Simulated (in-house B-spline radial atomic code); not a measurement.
# Tm⁴⁵⁺: ionisation energy by several methods

Aim: the ionisation energy of Tm⁴⁵⁺ by several methods, each as the difference of two self-consistent energies (Tm⁴⁵⁺ and the next ion, [Ar] 3d5).

Method: scalar-relativistic (X2C), several functionals, spin-polarised; spherical all-electron atom at the radial basis limit. Code: in-house B-spline radial atomic code version 1.

**1. The atom as given**

- element: thulium (Z = 69)
- charge: +45
- electrons: 24
- configuration: [Ar] 3d6
- nucleus: Fermi, rms radius 5.226 fm

The outer shells:

[Ar] 3d6
```
[Ar] core
3d [↑↓][↑ ][↑ ][↑ ][↑ ]
```

Where spins are not typed, each open shell is filled with up spins first.

**2. RPBE, a GGA**

Settings of the run:

```ini
Z = 69
electrons = 24.0
configuration = [Ar] 3d6
hamiltonian = x2c
method = rpbe,pbe
spin_polarised = True
nucleus = fermi
rms_radius = 5.2256
mass_number = 169
atomic_mass = 168.934218956
speed_of_light = 137.035999084
```

**3. BP86, a GGA**

Settings: those of step 2 with these lines changed.

```diff
@@ -4,3 +4,3 @@
 hamiltonian = x2c
-method = rpbe,pbe
+method = b88,p86
 spin_polarised = True
```

Before running: The tabulated ionisation energy is 3775 ± 4 eV (tabulated theoretical; NIST Atomic Spectra Database). What does each method give, and which comes nearest?

**Answer**, as computed:

| method | rung | total energy (hartree) | ΔSCF (eV) | −ε highest (eV) | ΔSCF less tabulated (eV) |
| --- | --- | --- | --- | --- | --- |
| RPBE | GGA | -11968.9474 | 3780.41 | 3721.72 (3d down) | +5.41 |
| BP86 | GGA | -11969.8049 | 3781.55 | 3722.68 (3d down) | +6.55 |

**Reading.** Against the tabulated ionisation energy, 3775 ± 4 eV (tabulated theoretical; NIST Atomic Spectra Database), the best here is RPBE (+5.41 eV) and the worst BP86 (+6.55 eV, or 0.17 %). All methods miss on the same side by much the same amount, which points to something that they share. Relativistic terms that these runs lack can be as large as the gaps between close methods, so the nearest may be so by luck. Spin-orbit coupling is left out. Open shells are averaged (over orientations, and over spins where the run is restricted), while tables refer to the lowest levels.

Members of this set that are not shown: 5 used exact exchange with fractional occupations of an open shell, which is unsound here.
